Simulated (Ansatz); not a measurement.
# CH7ClOSi2: the cost of one run

Computed with Ansatz 0.2.0, Gaussian basis. Level: the settings change from run to run.

**1. The relaxed structure**

The structure was relaxed beforehand with PBE0-D4 in a triple-zeta def2 set.

SMILES `C[Si](O)([SiH3])Cl`, 12 atoms, charge 0, spin multiplicity 1.

Atoms are counted from 1 here; the program's logs count them from 0.

Bond lengths: C1–Si2 1.859 Å, C1–H6 1.092 Å, C1–H7 1.093 Å, C1–H8 1.093 Å, Si2–O3 1.642 Å, Si2–Si4 2.338 Å, Si2–Cl5 2.077 Å, O3–H9 0.959 Å, Si4–H10 1.488 Å, Si4–H11 1.488 Å, Si4–H12 1.485 Å. Angles: Si2–C1–H6 110.6°, Si2–C1–H7 110.7°, Si2–C1–H8 110.3°, H6–C1–H7 108.0°, H6–C1–H8 108.6°, H7–C1–H8 108.5°, C1–Si2–O3 112.3°, C1–Si2–Si4 114.8°, C1–Si2–Cl5 106.4°, O3–Si2–Si4 106.3°, O3–Si2–Cl5 109.1°, Si4–Si2–Cl5 107.8°, Si2–O3–H9 118.4°, Si2–Si4–H10 110.5°, Si2–Si4–H11 109.0°, Si2–Si4–H12 110.2°, H10–Si4–H11 108.5°, H10–Si4–H12 109.3° and more.

**2. wB97X/x2c-TZVPPall**

Contents of in.yaml:

```yaml
crystal:
  periodic: [false, false, false]
  atoms:
    - {symbol: C, position_ang: [-1.213070, 1.191472, -0.342298]}
    - {symbol: Si, position_ang: [0.423960, 0.319900, -0.219634]}
    - {symbol: O, position_ang: [1.028181, -0.081370, -1.693157]}
    - {symbol: Si, position_ang: [0.391586, -1.651662, 1.036616]}
    - {symbol: Cl, position_ang: [1.724413, 1.644455, 0.711995]}
    - {symbol: H, position_ang: [-1.591917, 1.439819, 0.651701]}
    - {symbol: H, position_ang: [-1.114276, 2.122019, -0.907864]}
    - {symbol: H, position_ang: [-1.945638, 0.555086, -0.845308]}
    - {symbol: H, position_ang: [1.239001, 0.625037, -2.306999]}
    - {symbol: H, position_ang: [-0.513507, -2.653856, 0.410873]}
    - {symbol: H, position_ang: [-0.112418, -1.346651, 2.402862]}
    - {symbol: H, position_ang: [1.760685, -2.219548, 1.135212]}
basis:
  gaussian: {orbitals: x2c-TZVPPall}
hamiltonian: {xc: {name: wB97X}}
output: {forces: true}
```

On the command line:

```
> ansatz run in.yaml --threads 4 --pin off --events-out ev --progress --plain --max-ram 10444MiB
```

**Question.** How long does this run take on 4 threads of Arm Neoverse V1, shared host, and how much memory does it need?

About 13 s, with a peak of 1.2 GiB.
